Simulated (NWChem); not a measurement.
# TPSSh/def2-TZVP run of BH3O3 (boric acid)

Aim: the electronic atomisation energy of BH3O3 (boric acid) at TPSSh/def2-TZVP, from 4 runs. 

The results are computed with NWChem 7.3.0.

## (1) The system as given

The species is BH3O3 (7 atoms), meant as a singlet with charge 0. As SMILES, `OB(O)O`. The coordinates come from a PBE0-D4/def2-TZVP relaxation. This is a higher conformer, about 20 kJ/mol above the lowest found by a separate search.

Bond lengths: O1–B2 1.367 Å, B2–O3 1.360 Å, B2–O4 1.376 Å, O1–H5 0.957 Å, O3–H6 0.959 Å, O4–H7 0.957 Å. Angles: O1–B2–O3 116.5°, O1–B2–O4 125.2°, O3–B2–O4 118.3°, B2–O1–H5 115.3°, B2–O3–H6 111.6°, B2–O4–H7 115.8°.

## (2) A single-point energy at TPSSh/def2-TZVP (run 1)

bh3o3.nw reads:

```
echo
start bh3o3
memory total 2200 mb
charge 0

geometry units atomic noautosym nocenter noautoz
  O   -2.09702908   1.51669419   0.60830284
  B   -0.02305466  -0.01285014   0.43218036
  O    0.94713073  -0.88684847   2.64580555
  O    1.13515848  -0.72055257  -1.78654708
  H   -2.75408685   2.11384764  -0.96659491
  H    2.39390505  -1.94301640   2.37066142
  H    0.39778735  -0.06746322  -3.30380818
end

basis spherical bse
  * library def2-TZVP
end

dft
  xc xctpssh
  grid coarse
  convergence energy 1e-08
  maxiter 100
  mulliken
  noprint "final vectors analysis"
end

task dft energy
```

Started as:

```bash
nwchem bh3o3.nw > bh3o3.out
```

What it wrote:

```text
[...]
          Wavefunction type:  closed shell.
          No. of atoms     :     7
          No. of electrons :    32
[...]
          Charge           :     0
          Spin multiplicity:     1
[...]
          AO basis - number of functions:   142
[...]
              XC Information
              --------------
                  TPSS hybrid Method XC Functional
                     Hartree-Fock (Exact) Exchange  0.100
                  TPSS metaGGA Exchange Functional  0.900
             TPSS03 metaGGA Correlation Functional  1.000
[...]
 d= 0,ls=0.0,diis     1   -252.4781258576 -3.69D+02  6.96D-03  1.05D+00     3.4
[...]
 d= 0,ls=0.0,diis    10   -252.5913929025 -4.64D-10  7.57D-08  5.25D-10    28.4
         Total DFT energy =     -252.591392902540
      One electron energy =     -577.141493166151
           Coulomb energy =      239.438739830058
    Exchange-Corr. energy =      -31.118274108720
 Nuclear repulsion energy =      116.229634542273
[...]
      Total Density - Mulliken Population Analysis
     ---------------------------------------------
    Atom       Charge   Shell Charges
 -----------   ------   -------------------------------------------------------
    1 O    8     8.43   0.79  1.18  0.59  0.90  0.29  1.92  1.91  0.83  0.00  0.02  0.00
    2 B    5     4.63   0.91  1.06  0.48  0.19  0.01  1.02  0.41  0.10  0.14  0.26  0.06
    3 O    8     8.43   0.79  1.18  0.59  0.90  0.29  1.92  1.91  0.82  0.00  0.02  0.00
    4 O    8     8.45   0.79  1.18  0.59  0.90  0.29  1.92  1.91  0.85  0.00  0.02  0.00
    5 H    1     0.69   0.26  0.34  0.04  0.05
    6 H    1     0.67   0.26  0.33  0.04  0.05
    7 H    1     0.69   0.26  0.34  0.04  0.05
[...]
```

Wall time 29 s (1 thread of INTEL XEON PLATINUM 8581C at 2.10GHz (Emerald Rapids), shared host); peak memory 0.12 GiB.

## (3) The B atom (run 2)

b.nw reads:

```
start b
title "B"
memory stack 880 mb heap 220 mb global 1100 mb

geometry units angstroms noautosym nocenter noautoz
   B     0.000000    0.000000    0.000000
end

basis spherical bse
   B library def2-TZVP
end

dft
   xc xctpssh
   mult 2
   grid coarse
   convergence energy 1e-08
   iterations 100
   mulliken
   print low
end

task dft
```

Run the same way, it converges to -24.66556 Eh (log not shown).

Run 3 isn't shown in full; the table further down has it.

## (4) The O atom (run 4)

calc.nw reads:

```
start calc
title "O TPSSh"
memory stack 880 mb heap 220 mb global 1100 mb
charge 0

geometry units angstroms noautosym nocenter noautoz
  O        0.000000       0.000000       0.000000
end

basis spherical bse
  * library def2-TZVP
end

dft
  xc xctpssh
  mult 3
  grid coarse
  convergence energy 1e-08
  maxiter 100
  mulliken
  noprint "final vectors analysis"
end

task dft energy
```

Run the same way, it converges to -75.09934 Eh (log not shown).

## (5) Overview of the runs

```
run             level  partner  energy (Eh)  wall time
  1   TPSSh/def2-TZVP     base  -252.591393       29 s
  2  UTPSSh/def2-TZVP    atoms   -24.665565     0.87 s
  3  UTPSSh/def2-TZVP    atoms    -0.499853     0.56 s
  4  UTPSSh/def2-TZVP    atoms   -75.099344      0.9 s
```

## (6) What came out

Level: TPSSh/def2-TZVP.

| quantity | value |
| --- | --- |
| O atom: total energy | -75.09934 Eh |
| O atom: ⟨S²⟩ | 2.003 |
| electronic atomisation energy | 30.701 eV |

What this shows: Taking the molecule apart into free atoms costs 30.70 eV (708 kcal/mol), before zero-point energy and without spin-orbit coupling. All runs together took 31 s, the longest 29 s.
